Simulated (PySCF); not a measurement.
# C₇H₁₂BN: excited states, first hyperpolarisability

Aim: compute the excited states, first hyperpolarisability of C₇H₁₂BN (`CB(C)c1cccn1C`).

Programs: PySCF 2.14.0, with routines of our own; each step states its level. All values are computed. Atoms count from 0.

## (1) The starting structure

21 atoms, charge 0, multiplicity 1; geometry from: GFN2-xTB.

## (2) Relaxing the molecule at PBE0-D3(BJ)/def2-SVP

Job settings and geometry (Å):

```
{"job": {"xc": "PBE0", "basis": "def2-SVP", "d3": "d3bj", "grid": 2, "kind": "geom"}, "charge": 0, "multiplicity": 1}
C     -2.250484    -1.200114     0.624957
B     -1.222928    -0.052474     0.241887
C     -1.768753     1.431333     0.094971
C      0.238540    -0.459338     0.036546
C      0.747530    -1.754393     0.159341
C      2.115224    -1.730096    -0.101179
C      2.432500    -0.420617    -0.381753
N      1.319462     0.333121    -0.299908
C      1.309666     1.748178    -0.535338
H     -2.274114    -1.978307    -0.136261
H     -3.270089    -0.844621     0.754300
H     -1.961290    -1.694132     1.551143
H     -1.600112     1.830826    -0.904195
H     -1.280334     2.116149     0.786838
H     -2.837394     1.499587     0.285501
H      0.172155    -2.622680     0.413788
H      2.795258    -2.559532    -0.089084
H      3.383125     0.012126    -0.633462
H      0.972214     2.287814     0.351169
H      0.650541     1.999865    -1.367874
H      2.320363     2.074248    -0.779303
```

On the command line:

```sh
$ OMP_NUM_THREADS=1 python excited_run.py task.json out
```

The driver reads the jobs from task.json and runs them one after another.

Standard output:

```text
step   0  E = -352.91971154  max force = 0.009369
step   1  E = -352.92173438  max force = 0.001734
step   2  E = -352.92175324  max force = 0.000527
step   3  E = -352.92175271  max force = 0.000875
step   4  E = -352.92175596  max force = 0.000430
optimisation converged
```

Run time: 83 s. Hardware: 1 thread of Arm Neoverse V1, shared host; peak memory 0.84 GiB.

The steps of the relaxation:

| step | energy from step 0 (eV) | largest force component (eV/Å) |
| --- | --- | --- |
| 0 | 0.0000 | 0.4818 |
| 1 | -0.0550 | 0.0892 |
| 2 | -0.0556 | 0.0271 |
| 3 | -0.0555 | 0.0450 |
| 4 | -0.0556 | 0.0221 |

Distances of close pairs at the start and the end, largest changes first:

| bond | before (Å) | after (Å) | change (Å) |
| --- | --- | --- | --- |
| C4–H15 | 1.072 | 1.088 | +0.016 |
| C5–H16 | 1.073 | 1.088 | +0.015 |
| C6–H17 | 1.074 | 1.089 | +0.015 |
| C0–H11 | 1.089 | 1.103 | +0.015 |
| C0–H9 | 1.089 | 1.103 | +0.015 |
| C2–H13 | 1.089 | 1.103 | +0.014 |
| C2–H12 | 1.089 | 1.103 | +0.014 |
| C0–H10 | 1.088 | 1.100 | +0.012 |

The next job starts from the end point, and lists it.

| at the end point | value |
| --- | --- |
| point group (found at 0.08 Å tolerance) | Cs |
| rotational constants (GHz, main isotopes) | 2.445, 1.401, 0.906 |
| dipole moment (D) | 2.15 |

## (3) Excited states: TDA wB97X-D/aug-cc-pVDZ

Job settings and geometry (Å):

```
{"job": {"kind": "states", "xc": "wB97X-D", "basis": "aug-cc-pVDZ", "tda": true, "soc": true, "nstates": 6, "ntriplets": 5, "nquad": 4}, "charge": 0, "multiplicity": 1}
C     -2.451207    -1.457826     0.491160
B     -1.430400    -0.307176     0.107957
C     -1.955483     1.180801    -0.042039
C      0.040815    -0.720129    -0.098354
C      0.557232    -2.018447     0.023898
C      1.936496    -1.996588    -0.237671
C      2.252591    -0.676075    -0.519373
N      1.130850     0.078848    -0.436867
C      1.119783     1.500232    -0.673908
H     -2.460302    -2.246894    -0.280117
H     -3.483712    -1.103366     0.623489
H     -2.143366    -1.959285     1.424667
H     -1.761250     1.579024    -1.052609
H     -1.437826     1.865671     0.651081
H     -3.035004     1.270106     0.147666
H     -0.036439    -2.893386     0.282409
H      2.632732    -2.832491    -0.226947
H      3.209756    -0.223330    -0.774741
H      0.784682     2.051955     0.215617
H      0.459817     1.761095    -1.513149
H      2.138221     1.826499    -0.920175
```

Method: TDA wB97X-D/aug-cc-pVDZ excited states, vertical, gas phase, spin-orbit mean-field couplings.

Standard output:

```text
coarse grid: 17192 points
cycle   1  E = -353.4290983718  dE =  1.615e+00  |g| = 4.204e-01  |ddm| = 2.355e+01
cycle   2  E = -353.4500035151  dE = -2.091e-02  |g| = 3.645e-01  |ddm| = 3.366e+00
cycle   3  E = -353.4815213176  dE = -3.152e-02  |g| = 7.396e-02  |ddm| = 1.114e+00
cycle   4  E = -353.4826178393  dE = -1.097e-03  |g| = 3.674e-02  |ddm| = 3.212e-01
cycle   5  E = -353.4829422934  dE = -3.245e-04  |g| = 5.064e-03  |ddm| = 1.404e-01
cycle   6  E = -353.4829488230  dE = -6.530e-06  |g| = 2.320e-03  |ddm| = 2.692e-02
final grid: 165120 points
cycle   7  E = -353.4982972634  dE = -1.904e-04  |g| = 7.940e-03  |ddm| = 8.431e-01
cycle   8  E = -353.4982983284  dE = -1.065e-06  |g| = 8.729e-03  |ddm| = 8.832e-02
cycle   9  E = -353.4983148128  dE = -1.648e-05  |g| = 1.112e-03  |ddm| = 2.022e-02
cycle  10  E = -353.4983151025  dE = -2.897e-07  |g| = 5.698e-04  |ddm| = 9.010e-03
cycle  11  E = -353.4983151958  dE = -9.333e-08  |g| = 1.122e-04  |ddm| = 3.345e-03
cycle  12  E = -353.4983152012  dE = -5.329e-09  |g| = 5.446e-05  |ddm| = 5.779e-04
cycle  13  E = -353.4983152031  dE = -1.907e-09  |g| = 1.452e-05  |ddm| = 3.719e-04
cycle  14  E = -353.4983152033  dE = -1.897e-10  |g| = 8.786e-06  |ddm| = 1.375e-04
converged SCF energy = -353.4983152033

Singlet excitations
state   eV       nm        f     d(h-e)  d(exc)  Lambda  PR(NTO)  |dmu|/D   mu/D   main configurations
  1   5.1140   242.4   0.42723   1.160   3.108   0.645   1.127    3.044    4.202   H->L 0.92
  2   5.5591   223.0   0.06274   1.201   3.164   0.498   1.170    3.368    4.391   H-1->L 0.89
  3   5.7372   216.1   0.00216   1.022   4.519   0.154   1.021    4.681    2.960   H->L+1 0.68, H->L+8 0.13
  4   6.2469   198.5   0.01513   1.001   3.786   0.309   2.347    4.492    3.995   H-2->L 0.51, H->L+2 0.18, H-1->L+1 0.08
  5   6.2576   198.1   0.02162   1.038   4.053   0.268   2.675                     H-2->L 0.39, H->L+2 0.22, H-1->L+1 0.10
  6   6.3640   194.8   0.00017   0.691   5.198   0.129   1.040                     H->L+3 0.69, H->L+2 0.10

Triplet excitations (Tamm-Dancoff)
state   eV     d(h-e)  d(exc)  Lambda  PR(NTO)   main configurations
  1   3.4961   0.658   2.761   0.638   1.028   H->L 0.87
  2   4.3777   1.004   2.881   0.495   1.017   H-1->L 0.87
  3   5.5843   0.174   2.764   0.455   1.058   H->L+16 0.45, H->L+14 0.17
  4   5.7234   1.200   4.579   0.152   1.023   H->L+1 0.69, H->L+8 0.12
  5   5.8225   0.965   2.774   0.432   1.012   H-2->L 0.88
S1 - T1 = 1.6178 eV

Spin-orbit couplings |<S|Hso|T>| (cm-1)
             T1       T2       T3       T4       T5
S0        0.006    0.011    0.005    1.258    2.111
S1        0.006    0.022    0.029    0.752    1.850
S2        0.013    0.008    0.013    0.342    2.185
S3        0.929    0.322    0.714    0.139    0.065
S4        0.621    1.985    0.444    0.037    0.475
S5        0.950    1.151    0.863    0.131    0.047
S6        0.791    0.199    1.140    0.099    0.176
T1 sublevels (cm-1): 0.000 0.000 0.000   radiative rates (1/s): 0.000919 0.00605 2.08e-05
```

Run time: 1.9 min. Hardware: 1 thread of Arm Neoverse V1, shared host; peak memory 1.4 GiB.

Key values:

| quantity | value |
| --- | --- |
| S1 less T1 | 1.62 eV |

The fields below are evaluated on a grid from the run's orbitals.

Frontier orbitals at wB97X-D/aug-cc-pVDZ, with the share of their density that lies nearest to each atom:

| orbital | energy (eV) | lies on |
| --- | --- | --- |
| HOMO | -8.02 | C3 34 %; C6 26 %; C5 12 % |
| LUMO | 0.81 | B1 34 %; C4, C6 about 10 % each; N7 8 % |

ELF in a plane through or near 15 of the atoms.

Ten even steps from '0' (0.00) to '9' (1.00):
```
0000000000000000000000000000
0000000000000000000000000000
0000000000000110000000000000
0000000000003984000686000000
0000000000008998104999700000
0000000233106998556999600000
0000133466301558384374000000
0002899562510486555760000000
0003999827845537216654410000
0001899668148635666549993000
0000000026226747218589993000
0000015767983004884005640000
0000079993252003545520000000
0000099984462026239996000000
0000037633531015548999000000
0000000001100001103782000000
0000000000000000000000000000
0000000000000000000000000000
0000000000000000000000000000
0000000000000000000000000000
```
The map spans 12.1 Å across and 10.6 Å up, centred on the molecule. Atoms in the plane (x, y in Å): C0 (-2.3, 1.2), B1 (-1.3, 0.1), C2 (-1.8, -1.5), C3 (0.2, 0.5), C4 (0.7, 1.8), C5 (2.1, 1.8), C6 (2.5, 0.4), N7 (1.4, -0.3), C8 (1.4, -1.8), H10 (-3.4, 0.9), H14 (-2.8, -1.6), H15 (0.1, 2.7), H16 (2.8, 2.6), H17 (3.5, 0.0), H20 (2.4, -2.1).

log10 of the density (e/Å³) in the same plane.

Ten even steps from ' ' (-4.0) to '@' (2.1):
```
                                                        
                                                        
                  ......::::::::::::::::::....          
            ....::::::::----==--------------::..        
        ..::::----------==++++++====++++++==--::..      
      ..::----==++======++****************++--::..      
    ..::--====++****++====++**@@##**%%##**==--::..      
    ..::==++****@@****++++****##**********==--::..      
    ..--==++****##****++****##****++**##**++==--::..    
    ..::--==++++******##**##%%********%%##**++==--..    
      ..::--====++****##********##%%********++==::..    
      ..::--==++********++==++****##**++======--::..    
      ..::--++****##%%**++====++******++==----::..      
      ..::--++**********++==++**##@@****++==::..        
        ..::--==++++++++======++********++--::..        
        ....::------==--------============::..          
            ....::::::::::::::::::::::::::..            
                ..........................              
                                                        
                                                        
```
The map spans 12.1 Å across and 10.6 Å up, centred on the molecule. Atoms in the plane (x, y in Å): C0 (-2.3, 1.2), B1 (-1.3, 0.1), C2 (-1.8, -1.5), C3 (0.2, 0.5), C4 (0.7, 1.8), C5 (2.1, 1.8), C6 (2.5, 0.4), N7 (1.4, -0.3), C8 (1.4, -1.8), H10 (-3.4, 0.9), H14 (-2.8, -1.6), H15 (0.1, 2.7), H16 (2.8, 2.6), H17 (3.5, 0.0), H20 (2.4, -2.1).

On the surface of density 0.002 e/bohr³ the electrostatic potential runs, from the 1st to the 99th percentile, from -0.94 V near C5 to 1.19 V near H20.

## (4) Excited states: TDDFT CAM-B3LYP/aug-cc-pVDZ

The job, as its differences from that of step 3:

```diff
@@ -1,2 +1,2 @@
-{"job": {"kind": "states", "xc": "wB97X-D", "basis": "aug-cc-pVDZ", "tda": true, "soc": true, "nstates": 6, "ntriplets": 5, "nquad": 4}, "charge": 0, "multiplicity": 1}
+{"job": {"kind": "states", "xc": "CAM-B3LYP", "basis": "aug-cc-pVDZ", "tpa": true, "nstates": 8, "nquad": 6, "ntriplets": 0}, "charge": 0, "multiplicity": 1}
 C     -2.451207    -1.457826     0.491160
```

With the program's defaults for keys left out, this is: TDDFT CAM-B3LYP/aug-cc-pVDZ excited states, vertical, gas phase, two-photon moments by quadratic response.

Standard output:

```text
coarse grid: 17192 points
cycle   1  E = -353.3151947753  dE =  1.521e+00  |g| = 4.639e-01  |ddm| = 3.053e+01
cycle   2  E = -353.3258554027  dE = -1.066e-02  |g| = 4.557e-01  |ddm| = 3.918e+00
cycle   3  E = -353.3765919061  dE = -5.074e-02  |g| = 8.645e-02  |ddm| = 1.491e+00
cycle   4  E = -353.3780074517  dE = -1.416e-03  |g| = 4.294e-02  |ddm| = 3.497e-01
cycle   5  E = -353.3784432763  dE = -4.358e-04  |g| = 5.781e-03  |ddm| = 1.548e-01
cycle   6  E = -353.3784505954  dE = -7.319e-06  |g| = 2.519e-03  |ddm| = 2.596e-02
final grid: 165120 points
cycle   7  E = -353.4071158838  dE = -3.778e-05  |g| = 6.042e-03  |ddm| = 5.274e-01
cycle   8  E = -353.4071138577  dE =  2.026e-06  |g| = 6.943e-03  |ddm| = 6.168e-02
cycle   9  E = -353.4071252158  dE = -1.136e-05  |g| = 9.980e-04  |ddm| = 1.934e-02
cycle  10  E = -353.4071254548  dE = -2.389e-07  |g| = 2.319e-04  |ddm| = 3.931e-03
cycle  11  E = -353.4071254720  dE = -1.728e-08  |g| = 9.739e-05  |ddm| = 2.477e-03
cycle  12  E = -353.4071254752  dE = -3.196e-09  |g| = 3.552e-05  |ddm| = 5.060e-04
cycle  13  E = -353.4071254758  dE = -5.992e-10  |g| = 1.052e-05  |ddm| = 1.935e-04
converged SCF energy = -353.4071254758

Singlet excitations
state   eV       nm        f     d(h-e)  d(exc)  Lambda  PR(NTO)  |dmu|/D   mu/D   delta(TPA)   sigma/GM   main configurations
  1   4.8656   254.8   0.33118   1.092   3.094   0.643   1.160    2.963    4.136      319.26      2.769   H->L 0.96
  2   5.3650   231.1   0.04772   1.210   3.172   0.493   1.177    3.527    4.559       77.90      0.821   H-1->L 0.94
  3   5.5039   225.3   0.00248   1.255   4.597   0.176   1.014    5.246    3.231      166.81      1.851   H->L+1 0.79, H->L+7 0.08
  4   6.0070   206.4   0.02462   1.080   4.863   0.158   1.399    5.288    3.813       56.74      0.750   H->L+2 0.49, H->L+3 0.15, H-1->L+1 0.12
  5   6.0881   203.7   0.00045   0.461   5.116   0.156   1.030    3.024    4.067       14.03      0.190   H->L+3 0.68, H->L+2 0.17
  6   6.1697   201.0   0.00944   1.332   4.748   0.164   1.412    5.446    3.400        1.41      0.020   H-1->L+1 0.66, H->L+2 0.11
  7   6.1960   200.1   0.00020   1.063   2.915   0.438   1.035                                            H-2->L 0.91
  8   6.2860   197.2   0.01947   1.284   4.743   0.208   1.030                                            H->L+4 0.82
```

It took 2.3 min on 1 thread of Arm Neoverse V1, shared host; peak memory 1.4 GiB.

## (5) First hyperpolarisability: quadratic response CAM-B3LYP/aug-cc-pVDZ

The job, as its differences from that of step 4:

```diff
@@ -1,2 +1,2 @@
-{"job": {"kind": "states", "xc": "CAM-B3LYP", "basis": "aug-cc-pVDZ", "tpa": true, "nstates": 8, "nquad": 6, "ntriplets": 0}, "charge": 0, "multiplicity": 1}
+{"job": {"kind": "beta", "xc": "CAM-B3LYP", "basis": "aug-cc-pVDZ"}, "charge": 0, "multiplicity": 1}
 C     -2.451207    -1.457826     0.491160
```

Level: quadratic response CAM-B3LYP/aug-cc-pVDZ first hyperpolarisability, Taylor convention, gas phase.

Standard output:

```text
coarse grid: 17192 points
cycle   1  E = -353.3151947753  dE =  1.521e+00  |g| = 4.639e-01  |ddm| = 3.053e+01
cycle   2  E = -353.3258554027  dE = -1.066e-02  |g| = 4.557e-01  |ddm| = 3.918e+00
cycle   3  E = -353.3765919061  dE = -5.074e-02  |g| = 8.645e-02  |ddm| = 1.491e+00
cycle   4  E = -353.3780074517  dE = -1.416e-03  |g| = 4.294e-02  |ddm| = 3.497e-01
cycle   5  E = -353.3784432763  dE = -4.358e-04  |g| = 5.781e-03  |ddm| = 1.548e-01
cycle   6  E = -353.3784505954  dE = -7.319e-06  |g| = 2.519e-03  |ddm| = 2.596e-02
final grid: 165120 points
cycle   7  E = -353.4071158838  dE = -3.778e-05  |g| = 6.042e-03  |ddm| = 5.274e-01
cycle   8  E = -353.4071138577  dE =  2.026e-06  |g| = 6.943e-03  |ddm| = 6.168e-02
cycle   9  E = -353.4071252158  dE = -1.136e-05  |g| = 9.980e-04  |ddm| = 1.934e-02
cycle  10  E = -353.4071254548  dE = -2.389e-07  |g| = 2.319e-04  |ddm| = 3.931e-03
cycle  11  E = -353.4071254720  dE = -1.728e-08  |g| = 9.739e-05  |ddm| = 2.477e-03
cycle  12  E = -353.4071254752  dE = -3.196e-09  |g| = 3.552e-05  |ddm| = 5.060e-04
cycle  13  E = -353.4071254758  dE = -5.992e-10  |g| = 1.052e-05  |ddm| = 1.935e-04
converged SCF energy = -353.4071254758

Lowest singlets (eV, f): 4.8656 0.3312  5.3650 0.0477  5.5039 0.0025

First hyperpolarisability (au)
process     nm      |vector|   parallel      HRS      DR
static         -      423.66      89.07     206.13   3.328
shg       1907.0      470.92      98.44     227.31   3.404
eope      1907.0      438.56      92.03          -       -
shg       1064.0      610.37     125.89     289.19   3.597
eope      1064.0      474.56      99.16          -       -
```

Run time: 1.9 min. Hardware: 1 thread of Arm Neoverse V1, shared host; peak memory 1.4 GiB.

## (6) Results

| quantity | value |
| --- | --- |
| point group | Cs |
| rotational constants (main isotopes) | 2.45, 1.40, 0.91 GHz |
| S1 less T1 (step 3, TDA wB97X-D/aug-cc-pVDZ) | 1.62 eV |
| surface potential, 1st and 99th percentile | -0.94 V and 1.19 V |
| β vector (step 5, quadratic response CAM-B3LYP/aug-cc-pVDZ) | static 424, SHG 1907.0 nm 471, SHG 1064.0 nm 610 au |

The optimisation took 4 steps and gained 0.056 eV; among the close pairs (by a distance rule), C4–H15 changed most, from 1.072 to 1.088 Å. In step 3, the number of triplets below S1 is 2, and the largest singlet-triplet spin-orbit coupling is S2–T5, 2.19 cm⁻¹. β grows from 424 au (static) to 610 au for doubling at 1064.0 nm: normal dispersion, which grows as twice the photon energy moves toward the bright states.
